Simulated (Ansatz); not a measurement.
# Sb: equation of state

One table from this session's results is given with a row withheld; the runs are named, their logs left out.

Method: DFT PBEsol, scalar-relativistic, in Ansatz 0.2.0.

## Starting point

It takes space group Fm-3m (No. 225, cubic). Conventional cell: a = 4.610 Å, b = 4.610 Å, c = 4.610 Å, α = 90.00°, β = 90.00°, γ = 90.00°. Sb (site symmetry m-3m) is surrounded by 12 Sb at 3.26 Å.

As a file:

```cif
data_structure
_symmetry_space_group_name_H-M 'Fm-3m'
_symmetry_Int_Tables_number 225
_cell_length_a 4.6100
_cell_length_b 4.6100
_cell_length_c 4.6100
_cell_angle_alpha 90.000
_cell_angle_beta 90.000
_cell_angle_gamma 90.000
_cell_volume 97.97
loop_
_atom_site_label
_atom_site_type_symbol
_atom_site_symmetry_multiplicity
_atom_site_Wyckoff_symbol
_atom_site_fract_x
_atom_site_fract_y
_atom_site_fract_z
_atom_site_occupancy
Sb1 Sb 4 a 0.00000 0.00000 0.00000 1
```

The file gives the conventional cell by its symmetry; the runs use the cell typed in the input.

Set-up of the first run:

The input, input.yaml:

```yaml
crystal:
  lattice:
    - [0.0, 2.2579459806, 2.2579459806]
    - [2.2579459806, 0.0, 2.2579459806]
    - [2.2579459806, 2.2579459806, 0.0]
  atoms:
    - { symbol: Sb, position: [0.0, 0.0, 0.0] }
kpoints:
  mp_grid: { grid: [14, 14, 14] }
  band_path:
    path:
      - [0.0, 0.0, 0.0]
      - [0.5, 0.0, 0.5]
      - [0.625, 0.25, 0.625]
      - [0.375, 0.375, 0.75]
      - [0.0, 0.0, 0.0]
      - [0.5, 0.5, 0.5]
      - [0.5, 0.25, 0.75]
      - [0.5, 0.0, 0.5]
    npoints: 5
scf:
  occupations: { method: fermi_dirac, width: 0.03 }
hamiltonian:
  xc: pbesol
  pseudopotentials: { kind: all_electron, lapw: { basis_error: 0.00025 } }
output:
  forces: true
  stress: true
  eigenvalues: true
```

Started as:

```bash
$ ansatz run input.yaml --threads 1 --pin off --max-ram 3072MiB --backend cpu --events-out ev --progress --plain --runs-dir out
```

Steps of the session up to this table: Volume × 0.94, LAPW; Volume × 0.94, PAW; Volume × 0.94, crystal datasets; Volume × 0.98, LAPW; Volume × 0.98, PAW; Volume × 0.98, crystal datasets; Volume × 1.01, LAPW; Volume × 1.01, PAW; Volume × 1.01, crystal datasets; Volume × 1.04, LAPW; Volume × 1.04, PAW; Volume × 1.04, crystal datasets.

One of the session's tables, all rows but one given; the rest of the session is left out.

It belongs to the step «The equation of state». 

| method | volume (Å³/atom) | pressure (GPa) |
| --- | --- | --- |
| LAPW | 23.023 | 11.55 |
| LAPW | 24.003 | 7.03 |
| LAPW | 24.738 | 4.22 |
| LAPW | 25.473 | 1.85 |
| PAW | 23.023 | ? |
| PAW | 24.003 | 7.02 |
| PAW | 24.738 | 4.21 |
| PAW | 25.473 | 1.84 |
| crystal datasets | 23.023 | 11.55 |
| crystal datasets | 24.003 | 7.03 |
| crystal datasets | 24.738 | 4.22 |
| crystal datasets | 25.473 | 1.85 |

**Question.** Estimate the row for PAW, 23.023.

**Answer.** pressure (GPa): 11.53. In the column «pressure (GPa)» it lies between crystal datasets, 24.003 (7.03) and LAPW, 23.023 (11.55).

To keep in mind: Warnings in the runs' records: gradients without spin orbit, crystal datasets made.
